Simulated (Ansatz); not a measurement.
# C₃H₃FMgO₂: basis-set convergence

The task here is to estimate one member of a computed series from the others.

Method: one geometry, several basis sets; program: Ansatz 0.2.0, Gaussian basis.

The runs, in order: PBE0-D4/def2-SVP; ωB97M-V/def2-SVP; PBE0-D4/def2-QZVPP; ωB97M-V/def2-QZVPP; the functionals' def2-TZVPP values are taken from earlier runs.

### The relaxed structure

All runs share one geometry, relaxed beforehand with PBE0-D4 in a triple-zeta def2 set.

SMILES `[F][Mg-]1[O]C=CC=[O+]1`, 10 atoms, charge 0, spin multiplicity 1.

Atoms are counted from 1 here; the program's logs count them from 0.

Bond lengths: F1–Mg2 1.757 Å, Mg2–O3 1.935 Å, Mg2–O7 1.935 Å, O3–C4 1.263 Å, C4–C5 1.394 Å, C4–H8 1.098 Å, C5–C6 1.394 Å, C5–H9 1.082 Å, C6–O7 1.263 Å, C6–H10 1.098 Å. Angles: F1–Mg2–O3 133.1°, F1–Mg2–O7 133.1°, O3–Mg2–O7 93.8°, Mg2–O3–C4 124.6°, O3–C4–C5 126.7°, O3–C4–H8 116.1°, C5–C4–H8 117.2°, C4–C5–C6 123.5°, C4–C5–H9 118.2°, C6–C5–H9 118.2°, C5–C6–O7 126.7°, C5–C6–H10 117.2°, O7–C6–H10 116.1°, Mg2–O7–C6 124.6°.

Set-up of the first run:

in.yaml reads:

```yaml
crystal:
  periodic: [false, false, false]
  atoms:
    - {symbol: F, position_ang: [1.626362, -3.377230, 0.301840]}
    - {symbol: Mg, position_ang: [0.868714, -1.798378, 0.160957]}
    - {symbol: O, position_ang: [-0.976226, -1.218087, 0.105965]}
    - {symbol: C, position_ang: [-1.347469, -0.016150, -0.001444]}
    - {symbol: C, position_ang: [-0.523936, 1.104133, -0.099416]}
    - {symbol: C, position_ang: [0.868374, 1.039052, -0.090351]}
    - {symbol: O, position_ang: [1.574100, -0.003587, 0.003738]}
    - {symbol: H, position_ang: [-2.431695, 0.155480, -0.018725]}
    - {symbol: H, position_ang: [-0.990359, 2.076237, -0.186746]}
    - {symbol: H, position_ang: [1.415235, 1.987428, -0.173020]}
basis:
  gaussian: {orbitals: def2-SVP}
hamiltonian: {xc: pbe0, dispersion: d4}
output: {orbitals: {seedname: orbitals}}
```

Command:

```console
$ ansatz run in.yaml --threads 4 --pin off --events-out ev --progress --plain --max-ram 11315MiB
```

Among the steps run: PBE0-D4 in def2-SVP; ωB97M-V in def2-SVP; PBE0-D4 in def2-QZVPP; ωB97M-V in def2-QZVPP.

One table of the session follows, with a row left open; its other results are not shown here.

It belongs to the step «Functionals by basis». 

```
functional       basis  HOMO (eV)  LUMO (eV)
   PBE0-D4    def2-SVP      -7.66      -2.15
   PBE0-D4  def2-TZVPP      -7.67      -2.22
   PBE0-D4  def2-QZVPP      -7.68      -2.24
   ωB97M-V    def2-SVP      -9.75       0.02
   ωB97M-V  def2-TZVPP          ?          ?
   ωB97M-V  def2-QZVPP      -9.77      -0.13
```

**Question.** Estimate the row for ωB97M-V, def2-TZVPP.

As computed: HOMO (eV): -9.77; LUMO (eV): -0.09.
